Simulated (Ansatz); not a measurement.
# Zn4Se3S: the cost of one run

Program: Ansatz 0.2.0. Level of theory: DFT PBE, scalar-relativistic, plane waves, PAW. These are calculated values, not measurements.

## (1) The starting structure

It takes space group P-43m (No. 215, cubic). Conventional cell: a = 5.659 Å, b = 5.659 Å, c = 5.659 Å, α = 90.00°, β = 90.00°, γ = 90.00°. Zn (site symmetry 3m) has 1 S at 2.39 Å and 3 Se at 2.47 Å in its first shell of neighbours. Around Se (site symmetry -42m) lie 4 Zn at 2.47 Å. S (site symmetry -43m) has 4 Zn at 2.39 Å in its first shell of neighbours.

As a file:

```cif
data_structure
_symmetry_space_group_name_H-M 'P-43m'
_symmetry_Int_Tables_number 215
_cell_length_a 5.6590
_cell_length_b 5.6590
_cell_length_c 5.6590
_cell_angle_alpha 90.000
_cell_angle_beta 90.000
_cell_angle_gamma 90.000
_cell_volume 181.23
loop_
_atom_site_label
_atom_site_type_symbol
_atom_site_symmetry_multiplicity
_atom_site_Wyckoff_symbol
_atom_site_fract_x
_atom_site_fract_y
_atom_site_fract_z
_atom_site_occupancy
Zn1 Zn 4 e 0.75656 0.75656 0.75656 1
Se1 Se 3 c 0.50000 0.50000 0.00000 1
S1 S 1 a 0.00000 0.00000 0.00000 1
```

It is the end of an earlier relaxation with the same method, from a generated guess; it needn't be the stable form of this composition. At a tolerance of 0.02 Å it has space group P-43m (No. 215); it has 22.65 Å³/atom, an uncorrected energy of -0.73 eV/atom over the elements.

## (2) Bands, states and charges

Contents of input.yaml:

```yaml
crystal:
  lattice:
    - [5.659048, 0.0, 0.0]
    - [0.0, 5.659048, 0.0]
    - [0.0, 0.0, 5.659048]
  atoms:
    - { symbol: Zn, position: [0.756556, 0.756556, 0.756556] }
    - { symbol: Zn, position: [0.756556, 0.243444, 0.243444] }
    - { symbol: Zn, position: [0.243444, 0.756556, 0.243444] }
    - { symbol: Zn, position: [0.243444, 0.243444, 0.756556] }
    - { symbol: Se, position: [0.5, 0.5, 0.0] }
    - { symbol: Se, position: [0.5, 0.0, 0.5] }
    - { symbol: Se, position: [0.0, 0.5, 0.5] }
    - { symbol: S, position: [0.0, 0.0, 0.0] }
basis:
  ecutwfc: 420
kpoints:
  mp_grid: { grid: [6, 6, 6] }
  band_path:
    path:
      - [[0.0, 0.0, 0.0], [0.0, 0.5, 0.0], [0.5, 0.5, 0.0], [0.0, 0.0, 0.0], [0.5, 0.5, 0.5], [0.0, 0.5, 0.0]]
      - [[0.5, 0.5, 0.5], [0.5, 0.5, 0.0]]
    npoints: 14
hamiltonian:
  xc: pbe
scf:
  occupations: { method: gaussian, width: 0.02 }
  n_extra_bands: 20
output:
  forces: true
  stress: true
  eigenvalues: true
  populations: true
  dos: { projected: true, de: 0.02, nscf_kmesh: { grid: [9, 9, 9] } }
  bader: true
  write_density: true
  write_potential: true
  elf: true
  volumetric_format: npy
```

Launch:

```console
$ ansatz run input.yaml --threads 4 --pin off --max-ram 8192MiB --backend cpu --events-out ev --progress --plain --runs-dir out
```

**Question.** How long does this run take on 4 threads of Intel Xeon 6975P-C (Granite Rapids), shared host, and how much memory does it need?

About 33 s, with a peak of 1.1 GiB.
